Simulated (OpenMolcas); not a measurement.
# RPBE/ANO-L-VTZP (RICD fitting) run of BPH3F3 (SMILES [BH3-][P+](F)(F)F)

What is the vertical ionisation energy of BPH3F3 at RPBE/ANO-L-VTZP (RICD fitting)? 

Program for the calculation: OpenMolcas 26.06.

## Step 1: The system as given

BPH3F3: 8 atoms, total charge 0, spin state singlet. SMILES: `[BH3-][P+](F)(F)F`. The coordinates come from a GFN2-xTB relaxation.

Bond lengths: B1–P2 1.870 Å, P2–F3 1.585 Å, P2–F4 1.585 Å, P2–F5 1.585 Å, B1–H6 1.182 Å, B1–H7 1.182 Å, B1–H8 1.182 Å. Some angles: B1–P2–F3 121.9°, B1–P2–F4 121.9°, B1–P2–F5 122.0°, F3–P2–F4 94.6°, F3–P2–F5 94.6°, F4–P2–F5 94.7°, P2–B1–H6 104.7°, P2–B1–H7 104.7°, P2–B1–H8 104.6°, H6–B1–H7 113.8°.

## Step 2: The energy at RPBE/ANO-L-VTZP (RICD fitting)

The input, coord.xyz:

```xyz
8

B     -0.083970     1.003810     0.527130
P      0.054140    -0.646920    -0.340200
F      0.307070    -1.992980     0.458020
F     -1.130450    -1.236380    -1.213750
F      1.170780    -0.931760    -1.428850
H     -1.002970     0.881620     1.259750
H     -0.266410     1.783920    -0.341500
H      0.951810     1.138690     1.079400
```

The input, job.inp:

```
>>> EXPORT MOLCAS_PRINT=2
&GATEWAY
Coord=coord.xyz
Basis=ANO-L-VTZP
Group=NoSym
RICD
&SEWARD
GridInput
Grid=SG1Grid
End of Grid
&SCF
KSDFT=2
1.0 GGA_X_RPBE
1.0 GGA_C_PBE
PrOrbitals=1 1
```

The run is started by

```sh
export MOLCAS_MEM=1860
pymolcas job.inp > job.log
```

What it wrote, cut to the lines that bear on the results:

```text
--- Start Module: gateway ---
[...]
--- Stop Module: gateway /rc=_RC_ALL_IS_WELL_ ---
[...]
--- Start Module: seward ---
[...]
      Basis functions          196
--- Stop Module: seward /rc=_RC_ALL_IS_WELL_ ---
[...]
--- Start Module: scf ---
[...]
       Convergence after  15 Iterations
[...]
::    Total KS-DFT energy                            -667.7297517974
[...]
      Total spin, S                                     0.0000000000
[...]
      Total electronic charge=   50.000000
      Total            charge=   -0.000000
[...]
      Dipole Moment (debye):
      Origin of the operator (angstrom)=    0.0689   -0.8255   -0.4336
                   X=  4.3276E-02               Y= -4.9926E-01               Z= -2.6397E-01           Total=  5.6641E-01
      Quadrupole Moment (debye*angstrom):
[...]
--- Stop Module: scf /rc=_RC_ALL_IS_WELL_ ---
[...]
```

It took 33 s on 1 thread of Arm Neoverse V1, shared host; peak memory 0.47 GiB.

## Step 3: The doublet cation, same level

coord.xyz is that of step 2.

The input, job.inp:

```
&GATEWAY
  COORD=coord.xyz
  BASIS=ANO-L-VTZP
  GROUP=NoSym
  RICD

&SEWARD
  GRIDINPUT
  Grid=SG1Grid
  End of Grid

&SCF
  UHF
  CHARGE=1
  SPIN=2
  KSDFT=2
  1.0 GGA_X_RPBE
  1.0 GGA_C_PBE
  PRORBITALS=1 1
```

The run is started by

```sh
export MOLCAS_MEM=1860
pymolcas job.inp > job.log
```

What it wrote, cut to the lines that bear on the results:

```text
--- Start Module: gateway ---
[...]
--- Stop Module: gateway /rc=_RC_ALL_IS_WELL_ ---
[...]
--- Start Module: seward ---
[...]
      Basis functions          196
--- Stop Module: seward /rc=_RC_ALL_IS_WELL_ ---
[...]
--- Start Module: scf ---
[...]
       Convergence after  33 Iterations
[...]
::    Total KS-DFT energy                            -667.2807874697
[...]
      Total spin, S                                     0.5020675726
[...]
      Total electronic charge=   49.000000
      Total            charge=    1.000000
[...]
      Dipole Moment (debye):
      Origin of the operator (angstrom)=    0.0689   -0.8255   -0.4336
                   X= -4.7079E-01               Y=  5.4170E+00               Z=  2.6047E+00           Total=  6.0291E+00
      Center of Charge (angstrom)
[...]
--- Stop Module: scf /rc=_RC_ALL_IS_WELL_ ---
[...]
```

Wall time 71 s (1 thread of Arm Neoverse V1, shared host); peak memory 0.48 GiB.

## Step 4: What came out

Level: RPBE/ANO-L-VTZP (RICD fitting).

```
                                          quantity          value
                      singlet BPH3F3: total energy  -667.72975 Eh
                     singlet BPH3F3: dipole moment         0.57 D
                       singlet BPH3F3: HOMO energy       -8.64 eV
                       singlet BPH3F3: LUMO energy       -1.74 eV
                     singlet BPH3F3: HOMO–LUMO gap        6.91 eV
                      doublet cation: total energy  -667.28079 Eh
doublet cation: HOMO energy (highest over α and β)      -15.84 eV
 doublet cation: LUMO energy (lowest over α and β)      -15.65 eV
                              doublet cation: ⟨S²⟩          0.754
vertical ionisation energy (to the doublet cation)      12.217 eV
```

The vertical ionisation energy comes to 12.22 eV (282 kcal/mol). −ε(HOMO) before ionisation, 8.64 eV, is 3.58 eV below this ionisation energy. Mulliken charges (singlet BPH3F3) run from -1.93 on B1 to +1.16 on P2. Mulliken charges (doublet cation) run from -1.47 on B1 to +1.21 on P2; they depend strongly on the basis.
